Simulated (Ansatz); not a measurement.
# SiGeH₄ (triplet): from Hartree-Fock to the top rungs at distance Ge1–H5 along a hydrogen transfer = 2.219 Å, cc-pVDZ

An exercise on one series of results from a longer session: the logs are not shown, and one member is left open.

Method: cc-pVDZ, core rule «outside noble gas», up to 19 orbitals frozen; program: Ansatz 0.2.0, Gaussian basis.

The runs, in order: UHF; CCSD(T) on ROHF; CCSD(T) on UHF; BCCD(T) on ROHF; CISD; CCSDT(Q) on ROHF; CCSDT(Q) on UHF; CASSCF and MRCISD+Q, 4 electrons in 4 orbitals; CASSCF and NEVPT2, 4 electrons in 4 orbitals.

15 further runs of the same task are left out: 13 that didn't finish, 2 set aside as unsound or not needed.

## The system

The geometry derives from fragments relaxed apart (PBE0/def2-TZVP) and kept rigid, so it is no stationary point. A hydrogen atom is moved between rigid fragments. No spin-orbit coupling is included. The filled d shell of Ge may be among the frozen orbitals whatever the setting's name suggests; the logs give the count.

6 atoms, charge 0, spin multiplicity 3.

Atoms are counted from 1 here; the program's logs count them from 0.

Bond lengths: Ge1–H2 1.534 Å, Ge1–H3 1.534 Å, Ge1–H4 1.534 Å, H5–Si6 1.554 Å. Angles: H2–Ge1–H3 109.5°, H2–Ge1–H4 109.5°, H3–Ge1–H4 109.5°.

The first run:

Input file in.yaml:

```yaml
crystal:
  periodic: [false, false, false]
  atoms:
    - {symbol: Ge, position_ang: [-1.018132, 0.000000, 0.000000]}
    - {symbol: H, position_ang: [-1.529582, 1.446599, 0.000000]}
    - {symbol: H, position_ang: [-1.529581, -0.723300, 1.252792]}
    - {symbol: H, position_ang: [-1.529582, -0.723299, -1.252792]}
    - {symbol: H, position_ang: [1.200868, 0.000000, 0.000000]}
    - {symbol: Si, position_ang: [2.754868, 0.000000, 0.000000]}
basis:
  gaussian: {orbitals: cc-pVDZ}
magnetization: {spin_polarized: true, initial_magnetization: 2}
hamiltonian: {xc: hf}
output: {orbitals: {seedname: orbitals}}
```

On the command line:

```bash
> ansatz run in.yaml --threads 1 --pin off --events-out ev --progress --plain --max-ram 2393MiB
```

Among the steps run: UHF; CCSD(T) on ROHF; CCSD(T) on UHF; BCCD(T) on ROHF; CISD; CCSDT(Q) on ROHF; CCSDT(Q) on UHF; CASSCF and MRCISD+Q, 4 electrons in 4 orbitals; CASSCF and NEVPT2, 4 electrons in 4 orbitals.

One of the session's tables, all rows but one given; the rest of the session is left out.

It belongs to the step «Misses and costs». 

```
     method  from UCCSDT(Q) (kJ/mol)
       ROHF                   +593.5
        UHF                   +576.2
       RMP2                   +145.7
       UMP2                   +145.5
       CISD                    +70.1
      RCCSD                    +16.6
      UCCSD                    +15.9
   RCCSD(T)                     +4.0
   UCCSD(T)                     +3.7
    BCCD(T)                     +4.0
     RCCSDT                     +0.7
     UCCSDT                     +0.4
  RCCSDT(Q)                        ?
  UCCSDT(Q)                        0
CASSCF pair                   +548.1
NEVPT2 pair                   +134.7
```

Estimate the missing values for RCCSDT(Q).

The run gave: from UCCSDT(Q) (kJ/mol): +0.3. In the column «from UCCSDT(Q) (kJ/mol)» it lies between UCCSDT(Q) (0) and UCCSDT (+0.4).

Not comparable, so not listed: CASSCF and MRCISD+Q, 4 electrons in 4 orbitals (they don't share determinant, frozen orbitals or solution with the rows shown, or repeat one).

Caveats from the session: Restricted and unrestricted rows rest on different reference determinants; where their highest levels disagree by more than a few hundredths of an eV, they describe different states and don't form one ladder. Warnings in the runs' records: passed over end.
